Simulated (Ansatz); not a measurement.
# C3H9ClSi: basis-set convergence

How large a basis does C3H9ClSi need? Two functionals are run in growing sets.

The runs use Ansatz 0.2.0, Gaussian basis; one geometry, several basis sets.

Plan: PBE0-D4/def2-SVP; ωB97M-V/def2-SVP; PBE0-D4/def2-QZVPP; ωB97M-V/def2-QZVPP; the functionals' def2-TZVPP values are taken from earlier runs.

## (1) The relaxed structure

All runs share one geometry, relaxed beforehand with PBE0-D4 in a triple-zeta def2 set.

SMILES `CCC([SiH3])Cl`, 14 atoms, charge 0, spin multiplicity 1.

Atoms are counted from 1 here; the program's logs count them from 0.

Bond lengths: C1–C2 1.518 Å, C1–H6 1.092 Å, C1–H7 1.093 Å, C1–H8 1.091 Å, C2–C3 1.518 Å, C2–H9 1.097 Å, C2–H10 1.095 Å, C3–Si4 1.889 Å, C3–Cl5 1.804 Å, C3–H11 1.094 Å, Si4–H12 1.490 Å, Si4–H13 1.484 Å, Si4–H14 1.483 Å. Angles: C2–C1–H6 110.8°, C2–C1–H7 111.0°, C2–C1–H8 111.0°, H6–C1–H7 107.9°, H6–C1–H8 108.1°, H7–C1–H8 107.9°, C1–C2–C3 114.2°, C1–C2–H9 109.6°, C1–C2–H10 110.2°, C3–C2–H9 107.0°, C3–C2–H10 109.1°, H9–C2–H10 106.4°, C2–C3–Si4 114.0°, C2–C3–Cl5 111.1°, C2–C3–H11 110.1°, Si4–C3–Cl5 106.3°, Si4–C3–H11 109.9°, Cl5–C3–H11 105.0° and more.

## (2) PBE0-D4 in def2-SVP

Input file in.yaml:

```yaml
crystal:
  periodic: [false, false, false]
  atoms:
    - {symbol: C, position_ang: [-1.091734, 1.694883, 0.499609]}
    - {symbol: C, position_ang: [0.054178, 0.699796, 0.456831]}
    - {symbol: C, position_ang: [-0.217759, -0.526846, -0.395573]}
    - {symbol: Si, position_ang: [1.172030, -1.806227, -0.368576]}
    - {symbol: Cl, position_ang: [-0.456078, -0.076107, -2.126167]}
    - {symbol: H, position_ang: [-0.845369, 2.543708, 1.140695]}
    - {symbol: H, position_ang: [-2.000218, 1.229916, 0.892003]}
    - {symbol: H, position_ang: [-1.314544, 2.077798, -0.497742]}
    - {symbol: H, position_ang: [0.270838, 0.342995, 1.471510]}
    - {symbol: H, position_ang: [0.966418, 1.188418, 0.099753]}
    - {symbol: H, position_ang: [-1.159456, -0.992933, -0.092381]}
    - {symbol: H, position_ang: [1.385681, -2.257798, 1.035023]}
    - {symbol: H, position_ang: [2.416485, -1.175600, -0.875537]}
    - {symbol: H, position_ang: [0.806428, -2.971204, -1.210549]}
basis:
  gaussian: {orbitals: def2-SVP}
hamiltonian: {xc: pbe0, dispersion: d4}
output: {orbitals: {seedname: orbitals}}
```

Command:

```sh
$ ansatz run in.yaml --threads 4 --pin off --events-out ev --progress --plain --max-ram 10444MiB
```

The runs that follow: ωB97M-V in def2-SVP; PBE0-D4 in def2-QZVPP; ωB97M-V in def2-QZVPP.

Q: Predict the results of all the runs planned. Wanted: PBE0-D4: double and triple zeta above quadruple; ωB97M-V: double and triple zeta above quadruple.

**Answer**, as computed:

| quantity | value |
| --- | --- |
| PBE0-D4: double and triple zeta above quadruple | 11.42, 0.82 eV |
| ωB97M-V: double and triple zeta above quadruple | 11.60, 0.79 eV |

What this shows: For PBE0-D4 the step from double to triple zeta gains 10.59 eV and the next only 0.82 eV. Total energies overstate the basis error of differences, where much of it tends to cancel. The LUMO of ωB97M-V is positive and keeps falling with the basis (2.63 to 1.53 eV): an unbound level that the basis holds in place.
